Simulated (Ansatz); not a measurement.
# CHClGeNO radical: small, medium and large basis sets

The task here is to estimate one member of a computed series from the others.

The runs use Ansatz 0.2.0, Gaussian basis; one geometry, several basis sets.

The runs, in order: PBE0-D4/def2-SVP; ωB97M-V/def2-SVP; PBE0-D4/def2-QZVPP; ωB97M-V/def2-QZVPP; the functionals' def2-TZVPP values are taken from earlier runs.

## The geometry

The geometry comes from an earlier relaxation with PBE0-D4 in a triple-zeta def2 set; it is a stationary point.

SMILES `O=C=[N][GeH][Cl]`, 6 atoms, charge 0, spin multiplicity 2.

Atoms are counted from 1 here; the program's logs count them from 0.

Bond lengths: O1–C2 1.162 Å, C2–N3 1.206 Å, N3–Ge4 1.830 Å, Ge4–Cl5 2.157 Å, Ge4–H6 1.549 Å. Angles: O1–C2–N3 176.3°, C2–N3–Ge4 138.6°, N3–Ge4–Cl5 107.6°, N3–Ge4–H6 105.4°, Cl5–Ge4–H6 108.2°.

Set-up of the first run:

The input, in.yaml:

```yaml
crystal:
  periodic: [false, false, false]
  atoms:
    - {symbol: O, position_ang: [0.024123, -1.617134, -2.245077]}
    - {symbol: C, position_ang: [-0.242854, -1.020038, -1.284666]}
    - {symbol: N, position_ang: [-0.575178, -0.454349, -0.273027]}
    - {symbol: Ge, position_ang: [-0.153278, 1.067338, 0.651122]}
    - {symbol: Cl, position_ang: [1.946869, 0.976194, 1.132783]}
    - {symbol: H, position_ang: [-0.957683, 0.983889, 1.972665]}
basis:
  gaussian: {orbitals: def2-SVP}
magnetization: {spin_polarized: true, initial_magnetization: 1}
hamiltonian: {xc: pbe0, dispersion: d4}
output: {orbitals: {seedname: orbitals}}
```

Steps of the session up to this table: PBE0-D4 in def2-SVP; ωB97M-V in def2-SVP; PBE0-D4 in def2-QZVPP; ωB97M-V in def2-QZVPP.

One table of the session follows, with a row left open; its other results are not shown here.

It belongs to the step «Density functionals: the series». 

| functional | basis | HOMO (eV) | LUMO (eV) |
| --- | --- | --- | --- |
| PBE0-D4 | def2-SVP | -6.91 | -3.78 |
| PBE0-D4 | def2-TZVPP | -7.02 | -3.85 |
| PBE0-D4 | def2-QZVPP | -7.05 | -3.88 |
| ωB97M-V | def2-SVP | ? | ? |
| ωB97M-V | def2-TZVPP | -8.98 | -2.04 |
| ωB97M-V | def2-QZVPP | -9.03 | -2.11 |

Q: Estimate the row for ωB97M-V, def2-SVP from the others.

The run gave: HOMO (eV): -8.85; LUMO (eV): -1.90. In the column «HOMO (eV)» it lies between ωB97M-V, def2-TZVPP (-8.98) and PBE0-D4, def2-QZVPP (-7.05).
